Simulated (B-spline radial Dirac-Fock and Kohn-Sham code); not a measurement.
# An X-ray data sheet for Se²⁰⁺, step by step

Aim: for the Se²⁰⁺ ion, compute its X-ray form factor and Compton profile, the binding energy of each subshell and how cheaper methods do for the levels.

The numbers are computed with B-spline radial Dirac-Fock and Kohn-Sham code (version 2): a free atom or ion on a radial basis; each step names its model.

## 1. The atom as given

Se²⁰⁺, 1s2 2s2 2p6 3s2 3p2.

```yaml
nuclear_charge: 34
electrons: 14
mass_number: 80
nuclear_rms_radius: 4.14 fm
```

Outer shells as boxes (Hund's rule, for the drawing alone; heavy ions are jj-coupled, and the calculation averages over the configuration):

```
[Ne] core
3s [↑↓]
3p [↑ ][↑ ][  ]
```

## 2. Scattering by the electron cloud

Model: Dirac-Fock average of configuration, finite nucleus; form factor of the spherical density, Waller-Hartree incoherent function, impulse-approximation Compton profiles.

The run's settings:

```ini
task = scatter
Z = 34
charge = 20
configuration = 1s2 2s2 2p6 3s2 3p2
mass_number = 80
rms_radius = 4.14  # fm
s = [0.0, 0.05, 0.06, 0.08, 0.1, 0.12, 0.15, 0.18, 0.22, 0.27, 0.34, 0.42, 0.51, 0.63, 0.78, 0.96, 1.19, 1.47, 1.81, 2.23, 2.76, 3.4, 4.2]  # 1/A
pz = [0, 0.1, 0.2, 0.3, 0.4, 0.5, 0.6, 0.8, 1.0, 1.2, 1.4, 1.6, 1.8, 2.0, 2.5, 3.0, 4.0, 5.0, 7.0, 10.0, 15.0, 20.0, 30.0, 40.0, 60.0, 100.0]  # a.u.
photon_energy = [2000, 8047.8, 17479.3, 50000, 100000, 200000, 500000, 1000000]  # eV
```

Results of the run (chosen fields of its result record, rounded):

```text
{
  "status": "converged",
  "form_factor [e]": [14.0, 13.975, 13.964, 13.935, 13.899, 13.856, 13.776, 13.679, 13.526, 13.299, 12.921, 12.421, 11.798, 10.921, 9.8388, 8.673, 7.4731, 6.3863, 5.3673, 4.2878, 3.1478, 2.2014, 1.5781],
  "incoherent": [-5.2e-12, 0.033874, 0.048712, 0.086298, 0.13424, 0.19225, 0.2974, 0.4231, 0.61987, 0.90667, 1.3678, 1.9495, 2.6297, 3.5102, 4.4892, 5.455, 6.4436, 7.4564, 8.5387, 9.6726, 10.765, 11.639, 12.291],
  "compton_total [1/a.u.]": [1.117, 1.1163, 1.1142, 1.1106, 1.1056, 1.0993, 1.0917, 1.0726, 1.049, 1.0215, 0.99065, 0.95724, 0.92196, 0.88553, 0.79356, 0.70664, 0.56444, 0.46513, 0.33607, 0.20452, 0.089022, 0.043564, 0.013631, 0.0051069, 0.00098232, 8.8543e-05],
  "shells": ["1s1/2", "2s1/2", "2p1/2", "2p3/2", "3s1/2", "3p1/2", "3p3/2"],
  "occupation": [2.0, 2.0, 2.0, 4.0, 2.0, 0.66667, 1.3333],
  "mean_momentum [a.u.]": [29.52, 10.293, 13.76, 13.467, 5.493, 6.5375, 6.4655],
  "r2 [bohr^2]": 1.3746,
  "r_inverse [1/bohr]": 141.91,
  "r1 [bohr]": 3.4233,
  "coherent [b]": [127.98, 100.51, 58.882, 15.926, 5.2154, 1.5099, 0.26135, 0.066532],
  "incoherent_cross_section [b]": [0.11377, 1.3255, 3.0419, 5.3847, 5.8311, 5.3256, 3.9763, 2.9377],
  "radial_jk": {
    "3p": {"j0": [1.0, 0.99513, 0.993, 0.98758, 0.98066, 0.97226, 0.95696, 0.93856, 0.90951, 0.86658, 0.7961, 0.70457, 0.5938, 0.44513, 0.27734, 0.12473, 0.017104, -0.013517, 0.013366, 0.04766, 0.052633, 0.033088, 0.011956], "j2": [0.0, 0.001945, 0.002797, 0.0049548, 0.0077066, 0.011036, 0.017068, 0.024272, 0.035532, 0.05189, 0.077983, 0.11028, 0.14651, 0.18884, 0.22363, 0.23242, 0.19861, 0.12511, 0.045721, -0.00033673, -0.0024839, 0.013662, 0.022596], "r2": 0.26475, "r4": 0.10627, "r6": 0.058777}
  }
}
```

Form factor and incoherent function, every second point:

| s (1/Å) | f (e) | f / N | S(s) |
| --- | --- | --- | --- |
| 0 | 14.00 | 1.000 | 0 |
| 0.0600 | 13.96 | 0.997 | 0.04871 |
| 0.100 | 13.90 | 0.993 | 0.1342 |
| 0.150 | 13.78 | 0.984 | 0.2974 |
| 0.220 | 13.53 | 0.966 | 0.6199 |
| 0.340 | 12.92 | 0.923 | 1.368 |
| 0.510 | 11.80 | 0.843 | 2.630 |
| 0.780 | 9.839 | 0.703 | 4.489 |
| 1.19 | 7.473 | 0.534 | 6.444 |
| 1.81 | 5.367 | 0.383 | 8.539 |
| 2.76 | 3.148 | 0.225 | 10.76 |
| 4.20 | 1.578 | 0.113 | 12.29 |

## 3. Hole states by ΔSCF

Model: Dirac-Fock average of configuration, Delta-SCF, finite nucleus, first-order Breit with its frequency dependence, self-energy and vacuum polarisation.

The run's settings:

```ini
task = binding
```

Results of the run (chosen fields of its result record, rounded):

```text
{
  "status": "converged",
  "shells": ["K", "L1", "L2", "L3", "M1", "M2,3"],
  "total_energy_parts [Ha]": [-2194.2841, 1.21043088, -0.107433353, -0.00504611558, 0.872251437, -0.0857635084],
  "koopmans [eV]": [13582.3, 2505.01, 2327.99, 2284.91, 896.188, 838.329],
  "dirac_coulomb [eV]": [13557.5, 2500.37, 2321.73, 2278.96, 895.752, 837.875],
  "gaunt [eV]": [-19.9193, -1.6536, -2.89711, -2.07307, -0.360657, -0.490995],
  "retardation [eV]": [1.29326, 0.0876971, 0.309608, 0.309987, 0.0357907, 0.0887605],
  "breit_frequency [eV]": [0.0606013, -0.00759071, -0.000649934, 0.0292973, -0.00171133, 0.00386215],
  "self_energy [eV]": [-9.91174, -1.09496, 0.128569, 0.0332559, -0.248265, 0.0135613],
  "vacuum_polarisation [eV]": [0.99578, 0.102227, -0.00807382, -0.00902333, 0.0224572, -0.00214308],
  "binding [eV]": [13530.0, 2497.8, 2319.27, 2277.25, 895.199, 837.489],
  "mean_radius [bohr]": [0.0440505, 0.192291, 0.166093, 0.169652, 0.490165, 0.481591]
}
```

total_energy_parts: Dirac-Coulomb, Gaunt, retardation, frequency dependence, self-energy, vacuum polarisation. 

Each level as Koopmans' value plus corrections (eV):

| level | -ε | relaxation | Breit | QED | binding |
| --- | --- | --- | --- | --- | --- |
| K (1s) | 13582.3 | -24.84 | -18.57 | -8.92 | 13530.0 |
| L1 (2s) | 2505.0 | -4.64 | -1.57 | -0.99 | 2497.8 |
| L2 (2p1/2) | 2328.0 | -6.25 | -2.59 | 0.12 | 2319.3 |
| L3 (2p3/2) | 2284.9 | -5.94 | -1.73 | 0.02 | 2277.3 |
| M1 (3s) | 896.2 | -0.44 | -0.33 | -0.23 | 895.2 |
| M2,3 (3p) | 838.3 | -0.45 | -0.40 | 0.01 | 837.5 |

X-ray lines as differences of these levels:

| line | energy (eV) |
| --- | --- |
| Kα1 (K-L3) | 11252.8 |
| Kα2 (K-L2) | 11210.7 |
| Lη (L2-M1) | 1424.1 |
| Lℓ (L3-M1) | 1382.1 |

## 4. Dirac LDA, for comparison

Model: Dirac-Kohn-Sham LDA (Slater exchange, VWN correlation), finite nucleus, spherical and without spin polarisation.

The run's settings:

```ini
task = binding-ladder
method = lda,vwn
relativity = dirac
```

Results of the run (chosen fields of its result record, rounded):

```text
{
  "status": "converged",
  "shells": ["K", "L1", "L2", "L3", "M1", "M2,3"],
  "minus_eigenvalue [eV]": [13316.6, 2413.21, 2256.87, 2214.22, 874.249, 815.65],
  "delta_scf [eV]": [13554.6, 2469.69, 2322.65, 2278.67, 897.35, 839.378],
  "total_energy [Ha]": -2191.3411,
  "dirac_fock_binding [eV]": [13530.0, 2497.8, 2319.27, 2277.25, 895.199, 837.489]
}
```

Beside the Dirac-Fock ΔSCF result with Breit and QED, in eV:

| level | -ε | miss | ΔSCF | miss | Dirac-Fock |
| --- | --- | --- | --- | --- | --- |
| K | 13316.6 | -213.5 | 13554.6 | +24.6 | 13530.0 |
| L1 | 2413.2 | -84.6 | 2469.7 | -28.1 | 2497.8 |
| L2 | 2256.9 | -62.4 | 2322.7 | +3.4 | 2319.3 |
| L3 | 2214.2 | -63.0 | 2278.7 | +1.4 | 2277.3 |
| M1 | 874.2 | -20.9 | 897.4 | +2.2 | 895.2 |
| M2,3 | 815.6 | -21.8 | 839.4 | +1.9 | 837.5 |

## 5. The levels by non-relativistic HF

Model: non-relativistic Hartree-Fock, average of configuration, point nucleus.

Settings, as recorded:

```ini
task = binding-ladder
method = hf
relativity = nr
```

Results of the run (chosen fields of its result record, rounded):

```text
{
  "status": "converged",
  "shells": ["1s", "2s", "2p", "3s", "3p"],
  "minus_eigenvalue [eV]": [13376.1, 2455.9, 2286.1, 883.492, 833.803],
  "delta_scf [eV]": [13352.3, 2451.44, 2280.22, 883.069, 833.357],
  "total_energy [Ha]": -2165.73206
}
```

Against the Dirac-Fock value with Breit and QED (eV):

| level | -ε | miss | ΔSCF | miss | Dirac-Fock |
| --- | --- | --- | --- | --- | --- |
| 1s | 13376.1 | -153.9 | 13352.3 | -177.7 | 13530.0 |
| 2s | 2455.9 | -41.9 | 2451.4 | -46.4 | 2497.8 |
| 2p | 2286.1 | -5.2 | 2280.2 | -11.0 | 2291.3 |
| 3s | 883.5 | -11.7 | 883.1 | -12.1 | 895.2 |
| 3p | 833.8 | -3.7 | 833.4 | -4.1 | 837.5 |

Spin-orbit partners are averaged with weights 2j + 1.

## 6. Methods side by side

| method | level | eigenvalue miss (%) | ΔSCF miss (%) | time |
| --- | --- | --- | --- | --- |
| Dirac LDA | K | -1.58 | +0.18 | 1 s |
| non-relativistic HF | 1s | -1.14 | -1.31 | 0.19 s |
| Dirac-Fock + Breit + QED | all | - | reference | 2 s |

Times cover the ground state and all hole states of a step, on one thread of a shared host; states solved in an earlier step are reused, and a first call can include compiling.

## 7. Results

| quantity | value |
| --- | --- |
| rms radius of the electron cloud | 0.313 bohr |
| form factor halves at | 1.3 1/Å |
| Compton profile at zero | 1.117 1/a.u. |
| deepest level listed, K (1s) | 13530.0 eV |
| least bound, M2,3 (3p) | 837.5 eV |
| Kα1 | 11252.8 eV |
| ionisation energy, NIST (semi-empirical) | 845.800 eV |
| Dirac LDA, K: eigenvalue / ΔSCF | 13316.6 / 13554.6 eV |
| non-relativistic HF, 1s: eigenvalue / ΔSCF | 13376.1 / 13352.3 eV |

What this shows: f falls from 14 to half of that at s = 1.3 1/Å. Incoherent scattering outweighs coherent from 100 keV on, among the energies asked. For K (1s), relaxation takes off 24.8 eV, Breit terms shift it by -18.57 and QED by -8.92 eV. NIST's ionisation energy differs by +8.31 eV from the least binding energy; the calculation averages open shells over their j components and terms. Dirac LDA misses the K level by -1.6 % with its eigenvalue and by +0.2 % with ΔSCF, so total-energy differences mend most of the error. Non-relativistic HF misses the 1s level by -1.1 % with its eigenvalue and by -1.3 % with ΔSCF, as relativity is missing. The Hartree-Fock and Dirac-Fock values hold no electron correlation.
